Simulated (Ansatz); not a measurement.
# InCu2: the cost of one run

Computed with Ansatz 0.2.0 (DFT r2SCAN, scalar-relativistic, plane waves, PAW, unless a step's input says otherwise).

## Step 1: The system as given

The structure is hexagonal, space group P6_3/mmc (No. 194). Conventional cell: a = 4.294 Å, b = 4.294 Å, c = 5.233 Å, α = 90.00°, β = 90.00°, γ = 120.00°. In (site symmetry -6m2) has 11 Cu at 2.48 to 2.80 Å as nearest neighbours. Cu (site symmetry -6m2) is surrounded by 5 In at 2.48 to 2.62 Å and 6 Cu at 2.80 Å. Around Cu (site symmetry -3m) lie 8 Cu at 2.62 to 2.80 Å and 6 In at 2.80 Å.

Structure file:

```xyz
6
Lattice="4.2943 0.0000 0.0000 -2.1471 3.7190 0.0000 0.0000 0.0000 5.2328" Properties=species:S:1:pos:R:3 pbc="T T T"
In    0.0000    2.4793    3.9246
In    2.1471    1.2397    1.3082
Cu    0.0000    2.4793    1.3082
Cu    2.1471    1.2397    3.9246
Cu    0.0000    0.0000    0.0000
Cu    0.0000    0.0000    2.6164
```

(A quick probe on a coarse mesh, which set the mesh and smearing, is not shown.)

## Step 3: Rough relaxation on the coarse mesh

Contents of input.yaml:

```yaml
crystal:
  lattice:
    - [4.294298748, 0.0, 0.0]
    - [-2.147149374, 3.7189718072, 0.0]
    - [0.0, 0.0, 5.2328]
  atoms:
    - { symbol: In, position: [0.3333333333, 0.6666666667, 0.75] }
    - { symbol: In, position: [0.6666666667, 0.3333333333, 0.25] }
    - { symbol: Cu, position: [0.3333333333, 0.6666666667, 0.25] }
    - { symbol: Cu, position: [0.6666666667, 0.3333333333, 0.75] }
    - { symbol: Cu, position: [0.0, 0.0, 0.0] }
    - { symbol: Cu, position: [0.0, 0.0, 0.5] }
basis:
  ecutwfc: 500
kpoints:
  mp_grid: { grid: [6, 6, 4] }
hamiltonian:
  xc: r2scan
scf:
  occupations: { method: gaussian, width: 0.1 }
  lower_state_search: "off"
output:
  forces: true
  stress: true
  eigenvalues: true
relax:
  adjacent_minimum: "off"
  f_tol: 0.04
  max_steps: 70
  cell: { stress_tol: 0.4 }
```

Command:

```bash
$ ansatz run input.yaml --threads 1 --pin off --max-ram 2560MiB --backend cpu --events-out ev --progress --plain --runs-dir out
```

Q: Estimate wall time and peak memory on 1 thread of Arm Neoverse V2, shared host.

About 1.8 min, with a peak of 0.66 GiB.
